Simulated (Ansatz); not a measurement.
**GePN (triplet): the correlation ladder, cc-pVDZ**

An exercise on one series of results from a longer session: the logs are not shown, and one member is left open.

The runs use Ansatz 0.2.0, Gaussian basis; cc-pVDZ, core rule «outside noble gas», up to 20 orbitals frozen.

To be run: UHF; CCSD(T) on ROHF; CCSD(T) on UHF; BCCD(T) on ROHF; CISD as a restricted active space (open shells left free, so some higher excitations enter); CCSDT(Q) on ROHF; CCSDT(Q) on UHF.

29 further runs of the same task are left out: 9 for a known fault of the program, 9 that didn't finish, 11 set aside as unsound or not needed. Runs told in other sessions of the task aren't counted.

### The geometry

The geometry is a PBE0/def2-TZVP stationary point (not a proven minimum) of the parent state, kept for this charge and spin. No spin-orbit coupling is included. The filled d shell of Ge may be among the frozen orbitals whatever the setting's name suggests.

3 atoms, charge 0, spin multiplicity 3.

Atoms are counted from 1 here; the program's logs count them from 0.

Bond lengths: Ge1–P2 2.256 Å, P2–N3 1.507 Å. Angles: Ge1–P2–N3 180.0°.

The first run:

The input, in.yaml:

```yaml
crystal:
  periodic: [false, false, false]
  atoms:
    - {symbol: Ge, position_ang: [0.000000, 0.000000, 2.006400]}
    - {symbol: P, position_ang: [0.000000, 0.000000, -0.249628]}
    - {symbol: N, position_ang: [0.000000, 0.000000, -1.756772]}
basis:
  gaussian: {orbitals: cc-pVDZ}
magnetization: {spin_polarized: true, initial_magnetization: 2}
hamiltonian: {xc: hf}
output: {orbitals: {seedname: orbitals}}
```

Started as:

```
ansatz run in.yaml --threads 1 --pin off --events-out ev --progress --plain --max-ram 2393MiB
```

Among the steps run: UHF; CCSD(T) on ROHF; CCSD(T) on UHF; BCCD(T) on ROHF; CISD as a restricted active space (open shells left free, so some higher excitations enter); CCSDT(Q) on ROHF; CCSDT(Q) on UHF.

One table of the session follows, with a row left open; its other results are not shown here.

It belongs to the step «Misses and costs». 

```
   method  from RCCSDT(Q) (kcal/mol)
     ROHF                    +251.73
      UHF                    +229.11
     RMP2                     +21.18
     UMP2                     +50.26
     CISD                     +45.97
    RCCSD                     +16.61
    UCCSD                     +15.11
 RCCSD(T)                      +2.42
 UCCSD(T)                          ?
  BCCD(T)                      +2.43
   RCCSDT                      +2.14
   UCCSDT                      +1.69
RCCSDT(Q)                          0
UCCSDT(Q)                      -0.17
```

Estimate the missing values for UCCSD(T).

As computed: from RCCSDT(Q) (kcal/mol): +3.54. In the column «from RCCSDT(Q) (kcal/mol)» it lies between BCCD(T) (+2.43) and UCCSD (+15.11).

Caveats from the session: The determinant of HF (⟨S²⟩ 2.59) is far from a pure spin state, so its energy mixes those of several spin states; that is harmless only where they are near-degenerate. The determinant of CCSD(T) (⟨S²⟩ 2.59) is far from a pure spin state, so its energy mixes those of several spin states; high orders of coupled cluster remove much of that, low ones don't. The determinant of CCSDT(Q) (⟨S²⟩ 2.59) is far from a pure spin state, so its energy mixes those of several spin states; high orders of coupled cluster remove much of that, low ones don't. Restricted and unrestricted rows rest on different reference determinants; a gap between their highest levels can come from leftover correlation error, from unlike frozen cores or from another state.
